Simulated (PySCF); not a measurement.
**Changing the system itself: GaS⁺ (triplet)**

Aim: change spin, charge, geometry, field or solvent of GaS⁺ (triplet), one at a time, and compare with the base run.

Method: method and basis as typed in the scripts; program: PySCF 2.14.0.

1 further run of the same task is left out (it didn't finish).

## Step 1: The system as given

GaS⁺ (triplet): 2 atoms, charge 1, spin multiplicity 3.

Bond lengths: Ga1–S2 2.405 Å.

## Step 2: Base script

The input, input.py:

```python
from pyscf import gto, scf, mcscf, mrpt

mol = gto.M(
    atom='Ga 0 0 0; S 0 0 2.405',
    basis='6-31g',
    charge=1,
    spin=2,
    verbose=3,
)
mf = scf.ROHF(mol)
mf.kernel()
mc = mcscf.CASSCF(mf, 3, 2)
mc.kernel()
mc.analyze()
mrpt.NEVPT(mc).kernel()
mf.dip_moment()
print('orbital energies (hartree):', mf.mo_energy[..., max(0, mol.nelec[1]-3):mol.nelec[0]+3].round(4))
```

Command:

```sh
> python input.py
```

The log of this run is left out.

Base result: E(SCF) = -2320.141626 Eh, E(CAS) − E(SCF) = 0.00000 Eh, NEVPT2 = -0.24879 Eh.

The bond length is a typed value, not an optimised one. The dipole of an ion depends on the origin. The triplet is typed in the script; nothing here shows that it is the ground state.

## Step 3: Bond 3.607 Å

Edit 1 changes bond length: 2.405 Å → 3.607 Å.

The input, input.py:

```python
from pyscf import gto, scf, mcscf, mrpt

mol = gto.M(
    atom='Ga 0 0 0; S 0 0 3.607',
    basis='6-31g',
    charge=1,
    spin=2,
    verbose=3,
)
mf = scf.ROHF(mol)
mf.kernel()
mc = mcscf.CASSCF(mf, 3, 2)
mc.kernel()
mc.analyze()
mrpt.NEVPT(mc).kernel()
mf.dip_moment()
print('orbital energies (hartree):', mf.mo_energy[..., max(0, mol.nelec[1]-3):mol.nelec[0]+3].round(4))
```

Command:

```sh
> python input.py
```

## Step 4: Bond 0.5 Å

Edit 2 changes bond length: 2.405 Å → 0.5 Å.

input.py: that of step 2 with these lines changed.

```diff
@@ -3,3 +3,3 @@
 mol = gto.M(
-    atom='Ga 0 0 0; S 0 0 2.405',
+    atom='Ga 0 0 0; S 0 0 0.5',
     basis='6-31g',
```

## Step 5: Electric field 0.2 a.u.

Edit 3 changes electric field: none → 0.2 a.u.

input.py: that of step 2 with these lines changed.

```diff
@@ -10,2 +10,7 @@
 mf = scf.ROHF(mol)
+field = 0.2  # electric field along z, atomic units
+h = mf.get_hcore() + field*mol.intor('int1e_r')[2]
+mf.get_hcore = lambda *args: h
+e_nuc = mol.energy_nuc() - field*mol.atom_charges() @ mol.atom_coords()[:, 2]
+mf.energy_nuc = lambda *args: e_nuc
 mf.kernel()
```

## Step 6: PCM, ε = 78.36

Edit 4 changes solvent: none (gas phase) → PCM, ε = 78.36; step after the SCF: nevpt2 → analyze.

The input, input.py:

```python
from pyscf import gto, scf, solvent

mol = gto.M(
    atom='Ga 0 0 0; S 0 0 2.405',
    basis='6-31g',
    charge=1,
    spin=2,
    verbose=3,
)
mf = scf.ROHF(mol)
mf = solvent.PCM(mf)
mf.with_solvent.eps = 78.36
mf.kernel()
mf.analyze()
print('orbital energies (hartree):', mf.mo_energy[..., max(0, mol.nelec[1]-3):mol.nelec[0]+3].round(4))
```

## Step 7: Bond 2.477 Å

Edit 5 changes bond length: 2.405 Å → 2.477 Å.

input.py: that of step 2 with these lines changed.

```diff
@@ -3,3 +3,3 @@
 mol = gto.M(
-    atom='Ga 0 0 0; S 0 0 2.405',
+    atom='Ga 0 0 0; S 0 0 2.477',
     basis='6-31g',
```

## Step 8: PCM, ε = 20.5

Edit 6 changes solvent: none (gas phase) → PCM, ε = 20.5; step after the SCF: nevpt2 → analyze.

The input, input.py:

```python
from pyscf import gto, scf, solvent

mol = gto.M(
    atom='Ga 0 0 0; S 0 0 2.405',
    basis='6-31g',
    charge=1,
    spin=2,
    verbose=3,
)
mf = scf.ROHF(mol)
mf = solvent.PCM(mf)
mf.with_solvent.eps = 20.5
mf.kernel()
mf.analyze()
print('orbital energies (hartree):', mf.mo_energy[..., max(0, mol.nelec[1]-3):mol.nelec[0]+3].round(4))
```

What does the calculation give? Wanted: for each run, E(SCF); from base; after the SCF.

As calculated:

```tsv
run	E(SCF) (hartree)	from base (eV)	after the SCF
base	-2320.141626	0	NEVPT2 correlation -6.770 eV (from the SCF energy, the CASSCF gain included)
bond 3.607 Å	-2320.166024	-0.6639	NEVPT2 correlation -6.356 eV (from the SCF energy, the CASSCF gain included)
bond 0.5 Å (poor choice)	-2279.150917	+1115.4140	NEVPT2 correlation -3.660 eV (from the SCF energy, the CASSCF gain included)
electric field 0.2 a.u. (poor choice)	-2322.232698	not comparable	NEVPT2 correlation -6.672 eV (from the SCF energy, the CASSCF gain included)
PCM, ε = 78.36	-2320.256066	-3.1141	n/a
bond 2.477 Å	-2320.145855	-0.1151	NEVPT2 correlation -6.676 eV (from the SCF energy, the CASSCF gain included)
PCM, ε = 20.5	-2320.251666	-2.9943	n/a
```

**Reading.** The largest comparable shift of the SCF energy, +1115.414 eV, comes with the run “bond 0.5 Å”. A continuum solvent with ε = 78.36 lowers the energy by 3.114 eV, a large gain because the system is charged. A continuum solvent with ε = 20.5 lowers the energy by 2.994 eV, a large gain because the system is charged. Rows marked «poor choice» come from settings spoiled on purpose.
